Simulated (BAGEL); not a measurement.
**CH5FOSi (SMILES CO[SiH2]F): B3LYP/def2-SVP (density fitting with qzvpp-jkfit)**

Aim: the energy change on altering one bond length of CH5FOSi at B3LYP/def2-SVP (density fitting with qzvpp-jkfit), from 2 runs. 

Program for the calculation: BAGEL 1.2.2.

5 further runs of the same task are left out: 5 that didn't finish.

**1. The molecule**

CH5FOSi: 9 atoms, total charge 0, spin state singlet. SMILES: `CO[SiH2]F`. Geometry: relaxed at PBE0-D4/def2-TZVP. This is one conformer, not always the lowest.

Bond lengths: C1–O2 1.412 Å, O2–Si3 1.623 Å, Si3–F4 1.598 Å, C1–H5 1.094 Å, C1–H6 1.091 Å, C1–H7 1.096 Å, Si3–H8 1.474 Å, Si3–H9 1.483 Å. Some angles: C1–O2–Si3 125.2°, O2–Si3–F4 111.1°, O2–C1–H5 110.6°, O2–C1–H6 108.3°, O2–C1–H7 111.7°, O2–Si3–H8 106.8°, O2–Si3–H9 110.6°, F4–Si3–H8 108.2°, F4–Si3–H9 105.9°, H5–C1–H6 108.8°.

**2. The energy at B3LYP/def2-SVP (density fitting with qzvpp-jkfit)**

Input file calc.json:

```json
{ "bagel": [

{
  "title": "molecule",
  "basis": "svp",
  "df_basis": "qzvpp-jkfit",
  "angstrom": "true",
  "geometry": [
    { "atom": "C", "xyz": [   -0.280200,    1.150700,   -0.688400 ] },
    { "atom": "O", "xyz": [   -0.743600,   -0.064200,   -0.138000 ] },
    { "atom": "Si", "xyz": [    0.168900,   -1.127700,    0.679900 ] },
    { "atom": "F", "xyz": [    1.202000,   -1.865200,   -0.290100 ] },
    { "atom": "H", "xyz": [    0.189600,    0.979000,   -1.660800 ] },
    { "atom": "H", "xyz": [   -1.135900,    1.813600,   -0.823000 ] },
    { "atom": "H", "xyz": [    0.443400,    1.643500,   -0.029000 ] },
    { "atom": "H", "xyz": [   -0.748200,   -2.141700,    1.231900 ] },
    { "atom": "H", "xyz": [    0.992400,   -0.434200,    1.700300 ] }
  ]
},
{
  "title": "ks",
  "xc_func": "b3lyp"
},
{
  "title": "print",
  "file": "orbitals.molden",
  "orbitals": "true"
}

]}
```

Command:

```sh
BAGEL_NUM_THREADS=1 BAGEL calc.json > calc.out
```

The program printed:

```text
* using 1 threads per process

  ===============================================================
  ===============================================================

  *** Geometry ***

  { "atom" : "C", "xyz" : [     -0.529501,      2.174508,     -1.300887 ] },
  { "atom" : "O", "xyz" : [     -1.405200,     -0.121320,     -0.260782 ] },
  { "atom" : "Si", "xyz" : [      0.319175,     -2.131044,      1.284825 ] },
  { "atom" : "F", "xyz" : [      2.271451,     -3.524717,     -0.548210 ] },
  { "atom" : "H", "xyz" : [      0.358292,      1.850042,     -3.138457 ] },
  { "atom" : "H", "xyz" : [     -2.146540,      3.427207,     -1.555245 ] },
  { "atom" : "H", "xyz" : [      0.837905,      3.105765,     -0.054802 ] },
  { "atom" : "H", "xyz" : [     -1.413893,     -4.047226,      2.327954 ] },
  { "atom" : "H", "xyz" : [      1.875364,     -0.820519,      3.213101 ] },

  Number of auxiliary basis functions:      447

  Since a DF basis is specified, we compute 2- and 3-index integrals:
    o Being stored without compression. Storage requirement is 0.026 GB

  Number of basis functions:       85
  Number of electrons      :       42

    * METHOD: MOLECULE                             0.21

  *** Kohn-Sham DFT ***

    * Removing 15653 points whose weight is below 1.00e-10
    * Grid points: 118501

  === Nuclear Repulsion ===
   182.2719745510

       - DIIS with orbital gradients will be used.

  === KS iteration (b3lyp / svp) ===
      0       -474.53728226          0.12365401           0.42
      1       -421.08022220          0.19062262           0.40
      2       -466.07377852          0.17193685           0.40
      3       -492.38663301          0.08147564           0.40
      4       -495.66798599          0.09655243           0.41
      5       -505.30996717          0.02079895           0.40
      6       -505.34430619          0.01824753           0.41
      7       -505.49185024          0.00723461           0.41
      8       -505.50752967          0.00455636           0.41
      9       -505.51691341          0.00154159           0.40
     10       -505.51807510          0.00034312           0.39
     11       -505.51813094          0.00007158           0.40
     12       -505.51813275          0.00002856           0.40
     13       -505.51813310          0.00000989           0.40
     14       -505.51813315          0.00000293           0.40
     15       -505.51813315          0.00000096           0.40
     16       -505.51813315          0.00000016           0.40
     17       -505.51813315          0.00000005           0.41
     18       -505.51813315          0.00000002           0.41
     19       -505.51813315          0.00000001           0.41
    * SCF iteration converged.

    * Permanent dipole moment:
           (    0.019478,    -0.631141,    -0.108822) a.u.

    * METHOD: KS                                   8.74

    * METHOD: PRINT                                0.02

  ===============================================================
```

It took 9.3 s on 1 thread of Arm Neoverse V1, shared host; peak memory 0.47 GiB.

**3. The distorted shape at the same level**

Input file dft.json:

```json
{ "bagel" : [

{
  "title" : "molecule",
  "basis" : "svp",
  "df_basis" : "qzvpp-jkfit",
  "angstrom" : true,
  "geometry" : [
    { "atom" : "C", "xyz" : [      -0.553946,       1.469745,      -0.933766 ] },
    { "atom" : "O", "xyz" : [      -1.017346,       0.254845,      -0.383366 ] },
    { "atom" : "Si", "xyz" : [       0.168900,      -1.127700,       0.679900 ] },
    { "atom" : "F", "xyz" : [       1.202000,      -1.865200,      -0.290100 ] },
    { "atom" : "H", "xyz" : [      -0.084146,       1.298045,      -1.906166 ] },
    { "atom" : "H", "xyz" : [      -1.409646,       2.132645,      -1.068366 ] },
    { "atom" : "H", "xyz" : [       0.169654,       1.962545,      -0.274366 ] },
    { "atom" : "H", "xyz" : [      -0.748200,      -2.141700,       1.231900 ] },
    { "atom" : "H", "xyz" : [       0.992400,      -0.434200,       1.700300 ] }
  ]
},

{
  "title" : "ks",
  "xc_func" : "b3lyp"
},

{
  "title" : "print",
  "file" : "orbitals.molden",
  "orbitals" : true
}

]}
```

Command:

```sh
BAGEL_NUM_THREADS=1 BAGEL dft.json > dft.out
```

The program printed:

```text
* using 1 threads per process

  ===============================================================
  ===============================================================

  *** Geometry ***

  { "atom" : "C", "xyz" : [     -1.046806,      2.777416,     -1.764562 ] },
  { "atom" : "O", "xyz" : [     -1.922505,      0.481587,     -0.724457 ] },
  { "atom" : "Si", "xyz" : [      0.319175,     -2.131044,      1.284825 ] },
  { "atom" : "F", "xyz" : [      2.271451,     -3.524717,     -0.548210 ] },
  { "atom" : "H", "xyz" : [     -0.159013,      2.452950,     -3.602132 ] },
  { "atom" : "H", "xyz" : [     -2.663845,      4.030115,     -2.018919 ] },
  { "atom" : "H", "xyz" : [      0.320600,      3.708673,     -0.518477 ] },
  { "atom" : "H", "xyz" : [     -1.413893,     -4.047226,      2.327954 ] },
  { "atom" : "H", "xyz" : [      1.875364,     -0.820519,      3.213101 ] },

  Number of auxiliary basis functions:      447

  Since a DF basis is specified, we compute 2- and 3-index integrals:
    o Being stored without compression. Storage requirement is 0.026 GB

  Number of basis functions:       85
  Number of electrons      :       42

    * METHOD: MOLECULE                             0.20

  *** Kohn-Sham DFT ***

    * Removing 14841 points whose weight is below 1.00e-10
    * Grid points: 119313

  === Nuclear Repulsion ===
   166.6258571022

       - DIIS with orbital gradients will be used.

  === KS iteration (b3lyp / svp) ===
      0       -476.52716834          0.11044412           0.45
      1       -417.66345061          0.17652786           0.42
      2       -457.38015305          0.19239631           0.42
      3       -488.89149279          0.08945918           0.43
      4       -497.60566553          0.10684723           0.42
      5       -504.93281803          0.03149661           0.42
      6       -504.93946250          0.03299487           0.42
      7       -505.13707225          0.02543897           0.42
      8       -505.19620582          0.02300065           0.42
      9       -505.41969723          0.00866014           0.42
     10       -505.44993302          0.00359830           0.42
     11       -505.45674351          0.00033499           0.42
     12       -505.45679009          0.00010769           0.42
     13       -505.45679481          0.00002249           0.42
     14       -505.45679497          0.00001346           0.42
     15       -505.45679505          0.00000458           0.41
     16       -505.45679506          0.00000081           0.41
     17       -505.45679506          0.00000061           0.41
     18       -505.45679506          0.00000009           0.41
     19       -505.45679506          0.00000002           0.41
     20       -505.45679506          0.00000001           0.42
    * SCF iteration converged.

    * Permanent dipole moment:
           (   -0.305014,    -0.037500,    -0.569402) a.u.

    * METHOD: KS                                   9.52

    * METHOD: PRINT                                0.02

  ===============================================================
```

It took 9.9 s on 1 thread of Arm Neoverse V1, shared host; peak memory 0.47 GiB.

**4. Summary of results**

Level: B3LYP/def2-SVP (density fitting with qzvpp-jkfit).

```
                                                          quantity          value
                                         first shape: total energy  -505.51813 Eh
                                        first shape: dipole moment         1.63 D
                                          first shape: HOMO energy       -8.38 eV
                                          first shape: LUMO energy        1.24 eV
                                        first shape: HOMO–LUMO gap        9.62 eV
                                     distorted shape: total energy  -505.45680 Eh
                                    distorted shape: dipole moment         1.64 D
                                      distorted shape: HOMO energy       -6.84 eV
                                      distorted shape: LUMO energy       -0.75 eV
                                    distorted shape: HOMO–LUMO gap        6.09 eV
energy change with the O2–Si3 bond stretched from 1.623 to 2.109 Å       1.669 eV
```

What this shows: With the O2–Si3 bond stretched from 1.623 to 2.109 Å the energy rises by 1.67 eV (38 kcal/mol). The first shape isn't relaxed at this level, so the change isn't measured from a minimum.
